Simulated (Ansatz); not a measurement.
# TaH: the cost of one run

Method: DFT PBE, scalar-relativistic, plane waves, PAW, unless a step names another level, in Ansatz 0.2.0.

9 further runs of the same task are left out: 1 that didn't finish, 8 set aside as unsound or not needed. Runs told in other sessions of the task aren't counted.

## (1) What the formula suggests

Pauling electronegativities: Ta 1.50, H 2.20 (spread 0.70). No set of common oxidation states balances it. Tabulated atomic sizes suggest about 12 Å³/atom. 21 candidates were drawn, by swapping species into database cells of other compounds, at random by space group and Wyckoff sites, or by hand, as the table says:

| name | made from | space group no. | Wyckoff sites | atoms (primitive cell) | V (Å³/atom) |
| --- | --- | --- | --- | --- | --- |
| c01 | random | 141 | Ta 8e; H 8c | 8 | 12.3 |
| c02 | random | 123 | Ta 1d; H 1b | 2 | 15.1 |
| c03 | random | 51 | Ta 4h; H 4j | 8 | 13.5 |
| c04 | random | 47 | Ta 1d; H 1a | 2 | 14.4 |
| c05 | random | 166 | Ta 3b; H 3a | 2 | 13.8 |
| c06 | database cell of HoNi | 62 | Ta 4c; H 4c | 8 | 13.6 |
| c07 | random | 187 | Ta 1b; H 1e | 2 | 14.5 |
| c08 | database cell of GaSe | 187 | Ta 2g, 2i; H 2h, 2i | 8 | 12.6 |
| c09 | random | 12 | Ta 2a; H 2c | 2 | 14.0 |
| c10 | database cell of CeNi | 63 | Ta 4c; H 4c | 4 | 12.3 |
| c11 | random | 71 | Ta 2c; H 2a | 2 | 14.1 |
| c12 | database cell of TaPd | 129 | Ta 2c; H 2c | 4 | 12.7 |
| c13 | random | 191 | Ta 4h; H 4h | 8 | 13.4 |
| c14 | random | 65 | Ta 2b; H 2d | 2 | 13.9 |
| c15 | database cell of AgPd | 166 | Ta 3a; H 3b | 2 | 11.1 |
| c16 | random | 216 | Ta 4c; H 4b | 2 | 11.8 |
| c17 | random | 191 | Ta 1a; H 1b | 2 | 12.8 |
| c18 | database cell of YbTl | 221 | Ta 1a; H 1b | 2 | 12.6 |
| c19 | database cell of NaI | 225 | Ta 4a; H 4b | 2 | 12.6 |
| c20 | database cell of TiPt | 221 | Ta 1b; H 1a | 2 | 13.1 |
| c21 | random | 183 | Ta 1a; H 1a | 2 | 13.7 |

## (2) Screening run of c06

input.yaml

```yaml
crystal:
  lattice:
    - [6.2318018, 0.0, 0.0]
    - [0.0, 3.66980901, 0.0]
    - [0.0, 0.0, 4.76460545]
  atoms:
    - { symbol: Ta, position: [0.68060285, 0.25, 0.36715692] }
    - { symbol: Ta, position: [0.31939715, 0.75, 0.63284308] }
    - { symbol: Ta, position: [0.81939715, 0.75, 0.86715692] }
    - { symbol: Ta, position: [0.18060285, 0.25, 0.13284308] }
    - { symbol: H, position: [0.53558868, 0.25, 0.87652576] }
    - { symbol: H, position: [0.46441132, 0.75, 0.12347424] }
    - { symbol: H, position: [0.96441132, 0.75, 0.37652576] }
    - { symbol: H, position: [0.03558868, 0.25, 0.62347424] }
basis:
  ecutwfc: 420
kpoints:
  mp_grid: { grid: [3, 4, 4] }
hamiltonian:
  xc: pbe
scf:
  occupations: { method: gaussian, width: 0.2 }
  lower_state_search: "off"
output:
  forces: true
  stress: true
  eigenvalues: true
relax:
  adjacent_minimum: "off"
  f_tol: 0.08
  max_steps: 16
  cell: { stress_tol: 0.8 }
```

Launch:

```
$ ansatz run input.yaml --threads 1 --pin off --max-ram 2560MiB --backend cpu --events-out ev --progress --plain --runs-dir out
```

Q: Estimate wall time and peak memory on 1 thread of Intel Xeon Platinum 8259CL at 2.50GHz (Skylake/Cascade Lake), shared host.

About 63 s, with a peak of 0.44 GiB.
